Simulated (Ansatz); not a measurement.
# Cl− with AlF₃: superposition error and deformation, part 2 of 2

Ansatz 0.2.0, Gaussian basis. Earlier steps stand in the parts before.

## Step 11: B3LYP-D4/def2-TZVPPD

File free-b/in.yaml:

```yaml
crystal:
  periodic: [false, false, false]
  atoms:
    - {symbol: F, position_ang: [1.436445, -0.908969, 0.176594]}
    - {symbol: Al, position_ang: [0.098743, -0.039675, 0.505842]}
    - {symbol: F, position_ang: [-1.328690, -0.793186, 0.725336]}
    - {symbol: F, position_ang: [0.188514, 1.583105, 0.615604]}
basis:
  gaussian: {orbitals: "def2-TZVPPD.json"}
hamiltonian: {xc: {name: B3LYP}, dispersion: d4}
```

On the command line:

```bash
ansatz run in.yaml --threads 4 --pin off --events-out ev --progress --plain --max-ram 9574MiB
```

Log:

```text
Functional definition: B3LYP
  name "B3LYP"
  cite "Stephens, Devlin, Chabalowski & Frisch, J. Phys. Chem. 98, 11623 (1994) doi:10.1021/j100096a001"
  cite "Becke, Phys. Rev. A 38, 3098 (1988) doi:10.1103/PhysRevA.38.3098"
  cite "Lee, Yang & Parr, Phys. Rev. B 37, 785 (1988) doi:10.1103/PhysRevB.37.785"
  cite "Vosko, Wilk & Nusair, Can. J. Phys. 58, 1200 (1980) doi:10.1139/p80-159"
  parameter a0 = 0.2
  parameter ax = 0.72
  parameter ac = 0.81
  exchange = (1 - a0 - ax)*slater_x + ax*b88_x + a0*exact_x
  correlation = (1 - ac)*vwn_rpa_c + ac*lyp_c
899 factors; their error is unknown
mean field evaluation 1: about -14752.1456 eV, gradient 6.7e1 eV
mean field evaluation 2: about -14737.6513 eV, gradient 1.2e2 eV
mean field evaluation 4: about -14758.3639 eV, gradient 7.1e-1 eV
mean field evaluation 8: about -14758.4026 eV, gradient 5.2e-2 eV
mean field -14758.40257348 eV, -542.3612909708 hartree, gradient 4.5e-5 eV, S^2 0.000000; 0 other end points of the search recorded, 0 dependent functions left out
reference -14758.40282952 eV, -542.3613003803 hartree; 20, 20 occupied and 148, 148 virtual orbitals, 899 factors
Total energy: -14758.49008954 eV, -542.3645071265 hartree
```

Run time: 1.4 s. Hardware: 4 threads of Arm Neoverse V1, shared host.

## Step 12: wB97X-V/def2-TZVPPD

free-b/in.yaml: that of step 11 with these lines changed.

```diff
@@ -9,2 +9,2 @@
   gaussian: {orbitals: "def2-TZVPPD.json"}
-hamiltonian: {xc: {name: B3LYP}, dispersion: d4}
+hamiltonian: {xc: {name: wB97X-V}}
```

On the command line:

```bash
ansatz run in.yaml --threads 4 --pin off --events-out ev --progress --plain --max-ram 9574MiB
```

Log, shortened:

```text
[... 5 set-up lines as earlier in the session ...]
[...]
      + integral(e_c_pw_opposite_spin*poly(b97_u_opposite, cos0, cos1)) + vv10(b, c)
899 factors; their error is unknown
236 factors; integrals over basis functions are off by at most 2.7e-5 eV
[...]
mean field -14753.83827380 eV, -542.1935560514 hartree, gradient 1.3e-5 eV, S^2 0.000000; 0 other end points of the search recorded, 0 dependent functions left out
reference -14753.83827119 eV, -542.1935559554 hartree; 20, 20 occupied and 148, 148 virtual orbitals, 899 factors
Total energy: -14753.83827119 eV, -542.1935559554 hartree
```

Run time: 2.9 s. Hardware: 4 threads of Arm Neoverse V1, shared host.

## Step 13: wB97M-V/def2-TZVPPD

free-b/in.yaml: that of step 12 with these lines changed.

```diff
@@ -9,2 +9,2 @@
   gaussian: {orbitals: "def2-TZVPPD.json"}
-hamiltonian: {xc: {name: wB97X-V}}
+hamiltonian: {xc: {name: wB97M-V}}
```

On the command line:

```bash
ansatz run in.yaml --threads 4 --pin off --events-out ev --progress --plain --max-ram 9574MiB
```

Log, shortened:

```text
[... 5 set-up lines as earlier in the session ...]
  # Of w^i u^j: cxij and so on, Table III.
[...]
  gx(w, u) = 1 - cx + cx01*u + cx10*w
  gss(w, u) = css00 + css04*u^4 + css10*w + css20*w^2 + css43*w^4*u^3
  gos(w, u) = cos00 + cos10*w + (cos20 + cos21*u)*w^2 + (cos60 + cos61*u)*w^6
[...]
      + integral(e_c_pw_mod_opposite_spin*gos(b97_w_opposite, b97_u_opposite)) + vv10(b, c)
892 factors; their error is unknown
236 factors; integrals over basis functions are off by at most 2.7e-5 eV
[...]
mean field -14755.59218596 eV, -542.2580111345 hartree, gradient 1.3e-5 eV, S^2 0.000000; 0 other end points of the search recorded, 0 dependent functions left out
reference -14755.59225005 eV, -542.2580134898 hartree; 20, 20 occupied and 148, 148 virtual orbitals, 892 factors
Total energy: -14755.59225005 eV, -542.2580134898 hartree
```

Run time: 3.3 s. Hardware: 4 threads of Arm Neoverse V1, shared host.

## Step 14: B2PLYP/def2-TZVPPD

free-b/in.yaml: that of step 13 with these lines changed.

```diff
@@ -9,2 +9,2 @@
   gaussian: {orbitals: "def2-TZVPPD.json"}
-hamiltonian: {xc: {name: wB97M-V}}
+hamiltonian: {xc: {name: B2PLYP}}
```

On the command line:

```bash
ansatz run in.yaml --threads 4 --pin off --events-out ev --progress --plain --max-ram 9574MiB
```

Log, shortened:

```text
[... 5 set-up lines as earlier in the session ...]
[...]
1048 factors; integrals over basis functions are off by at most 9.8e-4 eV
[...]
mean field -14743.49054607 eV, -541.8132840714 hartree, gradient 3.0e-6 eV, S^2 0.000000; 0 other end points of the search recorded, 0 dependent functions left out
8 core orbitals not correlated: weight in the atoms' cores, before any rotation towards them, 1.000 or more for the frozen orbitals, at most 0.000 for the correlated occupied ones
reference -14743.49070344 eV, -541.8132898546 hartree; 12, 12 occupied and 148, 148 virtual orbitals, 1048 factors
second order -26.72923984 eV of doubles, -0.00000000 eV of singles
Total energy: -14750.70759820 eV, -542.0785058451 hartree
```

It took 2 s on 4 threads of Arm Neoverse V1, shared host.

## Step 15: BLYP-D4/def2-TZVPPD

free-b/in.yaml: that of step 14 with these lines changed.

```diff
@@ -9,2 +9,2 @@
   gaussian: {orbitals: "def2-TZVPPD.json"}
-hamiltonian: {xc: {name: B2PLYP}}
+hamiltonian: {xc: {name: BLYP}, dispersion: d4}
```

On the command line:

```bash
ansatz run in.yaml --threads 4 --pin off --events-out ev --progress --plain --max-ram 9574MiB
```

Log, shortened:

```text
Functional definition: BLYP
  name "BLYP"
[... 2 set-up lines as earlier in the session ...]
  parameter beta = 0.0042
  parameter a = 0.04918
  parameter b = 0.132
  parameter c = 0.2533
  parameter d = 0.349
  exchange = b88_x(beta = beta)
  correlation = lyp_c(a = a, b = b, c = c, d = d)
892 factors; their error is unknown
mean field evaluation 1: about -14749.8572 eV, gradient 7.5e1 eV
mean field evaluation 2: about -14711.2547 eV, gradient 1.8e2 eV
mean field evaluation 4: about -14757.5041 eV, gradient 1.9e0 eV
mean field evaluation 8: about -14757.5099 eV, gradient 8.2e-3 eV
mean field -14757.50992508 eV, -542.3284867473 hartree, gradient 1.4e-5 eV, S^2 0.000000; 0 other end points of the search recorded, 0 dependent functions left out
reference -14757.51026450 eV, -542.3284992205 hartree; 20, 20 occupied and 148, 148 virtual orbitals, 892 factors
Total energy: -14757.62981351 eV, -542.3328925656 hartree
```

Run time: 1 s. Hardware: 4 threads of Arm Neoverse V1, shared host.

## Step 16: revPBE-D4/def2-TZVPPD

free-b/in.yaml: that of step 15 with these lines changed.

```diff
@@ -9,2 +9,2 @@
   gaussian: {orbitals: "def2-TZVPPD.json"}
-hamiltonian: {xc: {name: BLYP}, dispersion: d4}
+hamiltonian: {xc: {name: revPBE}, dispersion: d4}
```

On the command line:

```bash
ansatz run in.yaml --threads 4 --pin off --events-out ev --progress --plain --max-ram 9574MiB
```

Log, shortened:

```text
Functional definition: revPBE
  name "revPBE"
  cite "Zhang & Yang, Phys. Rev. Lett. 80, 890 (1998) doi:10.1103/PhysRevLett.80.890"
[... 1 set-up line as earlier in the session ...]
  parameter kappa = 1.245
[... 3 set-up lines as earlier in the session ...]
892 factors; their error is unknown
mean field evaluation 1: about -14746.4303 eV, gradient 7.1e1 eV
mean field evaluation 2: about -14716.5063 eV, gradient 1.6e2 eV
mean field evaluation 4: about -14753.2672 eV, gradient 1.6e0 eV
mean field evaluation 8: about -14753.2693 eV, gradient 1.4e-2 eV
mean field -14753.26930487 eV, -542.1726468289 hartree, gradient 5.7e-5 eV, S^2 0.000000; 0 other end points of the search recorded, 0 dependent functions left out
reference -14753.26937088 eV, -542.1726492547 hartree; 20, 20 occupied and 148, 148 virtual orbitals, 892 factors
Total energy: -14753.42989064 eV, -542.1785482469 hartree
```

Run time: 0.85 s. Hardware: 4 threads of Arm Neoverse V1, shared host.

## Step 17: B97M-V/def2-TZVPPD

free-b/in.yaml: that of step 16 with these lines changed.

```diff
@@ -9,2 +9,2 @@
   gaussian: {orbitals: "def2-TZVPPD.json"}
-hamiltonian: {xc: {name: revPBE}, dispersion: d4}
+hamiltonian: {xc: {name: B97M-V}}
```

On the command line:

```bash
ansatz run in.yaml --threads 4 --pin off --events-out ev --progress --plain --max-ram 9574MiB
```

Log, shortened:

```text
[... 5 set-up lines as earlier in the session ...]
  # Of w^i u^j: cxij and so on, Table III.
[...]
  gx(w, u) = cx00 + cx01*u + cx02*u^2 + (cx10 + cx11*u)*w
  gss(w, u) = css00 + css02*u^2 + css10*w + (css32*w^3 + css42*w^4)*u^2
  gos(w, u) = cos00 + cos01*u + cos03*u^3 + cos10*w + cos32*w^3*u^2
[...]
      + integral(e_c_pw_mod_opposite_spin*gos(b97_w_opposite, b97_u_opposite)) + vv10(b, c)
892 factors; their error is unknown
[...]
mean field -14753.15587747 eV, -542.1684784488 hartree, gradient 1.1e-5 eV, S^2 0.000000; 0 other end points of the search recorded, 0 dependent functions left out
reference -14753.15595395 eV, -542.1684812595 hartree; 20, 20 occupied and 148, 148 virtual orbitals, 892 factors
Total energy: -14753.15595395 eV, -542.1684812595 hartree
```

Run time: 2.8 s. Hardware: 4 threads of Arm Neoverse V1, shared host.

## Step 18: HSE06-D4/def2-TZVPPD

free-b/in.yaml: that of step 17 with these lines changed.

```diff
@@ -9,2 +9,2 @@
   gaussian: {orbitals: "def2-TZVPPD.json"}
-hamiltonian: {xc: {name: B97M-V}}
+hamiltonian: {xc: hse06, dispersion: d4}
```

On the command line:

```bash
ansatz run in.yaml --threads 4 --pin off --events-out ev --progress --plain --max-ram 9574MiB
```

Log, shortened:

```text
Functional definition: HSE06
  name "HSE06"
  cite "Heyd, Scuseria & Ernzerhof, J. Chem. Phys. 118, 8207 (2003) doi:10.1063/1.1564060"
  cite "Krukau, Vydrov, Izmaylov & Scuseria, J. Chem. Phys. 125, 224106 (2006) doi:10.1063/1.2404663"
  cite "Heyd & Scuseria, J. Chem. Phys. 120, 7274 (2004) doi:10.1063/1.1668634"
  cite "Ernzerhof & Perdew, J. Chem. Phys. 109, 3313 (1998) doi:10.1063/1.476928"
[... 2 set-up lines as earlier in the session ...]
[...]
  # The whole range is PBE's own exchange, as in plane waves. The composition of these papers is wPBEh.
[...]
902 factors; their error is unknown
67 factors; integrals over basis functions are off by at most 7.6e-6 eV
[...]
mean field -14746.31382744 eV, -541.9170377480 hartree, gradient 6.0e-5 eV, S^2 0.000000; 0 other end points of the search recorded, 0 dependent functions left out
reference -14746.31388096 eV, -541.9170397147 hartree; 20, 20 occupied and 148, 148 virtual orbitals, 902 factors
Total energy: -14746.35514024 eV, -541.9185559654 hartree
```

It took 1.3 s on 4 threads of Arm Neoverse V1, shared host.

## Step 19: CCSD(T)/def2-TZVPPD

free-b/in.yaml: that of step 18 with these lines changed.

```diff
@@ -9,2 +9,2 @@
   gaussian: {orbitals: "def2-TZVPPD.json"}
-hamiltonian: {xc: hse06, dispersion: d4}
+correlation: {method: ccsd_t}
```

On the command line:

```bash
ansatz run in.yaml --threads 4 --pin off --events-out ev --progress --plain --max-ram 9574MiB
```

Log, shortened:

```text
[... 4 set-up lines as earlier in the session ...]
[...]
1048 factors; integrals over basis functions are off by at most 9.8e-4 eV
[...]
mean field -14711.02405359 eV, -540.6201624791 hartree, gradient 3.3e-6 eV, S^2 0.000000; 0 other end points of the search recorded, 0 dependent functions left out
8 core orbitals not correlated: weight in the atoms' cores, before any rotation towards them, 1.000 or more for the frozen orbitals, at most 0.000 for the correlated occupied ones
reference -14711.02405359 eV, -540.6201624791 hartree; 12, 12 occupied and 148, 148 virtual orbitals, 1048 factors
second order -22.58581583 eV of doubles, -0.00000000 eV of singles
cycle   1  -22.02814896 eV  change    5.6e-1 eV  update   9.9e-2
[...]
cycle   9  -22.52249726 eV  change    1.9e-6 eV  update   6.7e-6
perturbative correction -0.63526383 eV, -0.0233455153 hartree
Total energy: -14734.18181468 eV, -541.4711945024 hartree
```

Wall time 8 s (4 threads of Arm Neoverse V1, shared host); peak memory 1 GiB.

## Step 20: The split

```csv
method,interaction with counterpoise (kJ/mol),without,superposition error,deformation,binding energy
PBE-D4,-379.23,-380.57,1.34,80.09,-299.14
revPBE-D4,-370.54,-371.79,1.25,78.06,-292.48
BLYP-D4,-366.35,-367.85,1.50,79.34,-287.00
r2SCAN-D4,-398.83,-399.88,1.06,89.54,-309.29
B97M-V,-393.72,-394.92,1.20,92.50,-301.22
PBE0-D4,-399.70,-400.93,1.23,92.62,-307.08
B3LYP-D4,-387.58,-388.98,1.40,90.30,-297.29
HSE06-D4,-399.22,-400.46,1.24,92.60,-306.62
wB97X-V,-399.03,-400.44,1.41,90.85,-308.17
wB97M-V,-393.99,-395.10,1.11,90.03,-303.96
B2PLYP,-384.77,-388.55,3.78,92.03,-292.74
Hartree-Fock,-398.37,-399.42,1.05,112.09,-286.28
MP2,-387.81,-397.09,9.28,92.64,-295.17
CCSD,-393.76,-402.48,8.72,97.55,-296.21
CCSD(T),-391.16,-401.13,9.97,94.23,-296.93
```

## Step 21: Summary of results

This closing draws on all 2 parts.

| quantity | value |
| --- | --- |
| interaction, CCSD(T) | -391.16 kJ/mol |
| superposition error | 9.97 kJ/mol |
| deformation | 94.23 kJ/mol |
| binding energy | -296.93 kJ/mol |

In words: In this basis the superposition error is 9.97 kJ/mol for CCSD(T) and 1.28 kJ/mol on average for the plain functionals: correlated methods borrow far more, since they need many more functions to converge. Deformation takes back 24 % of the interaction.
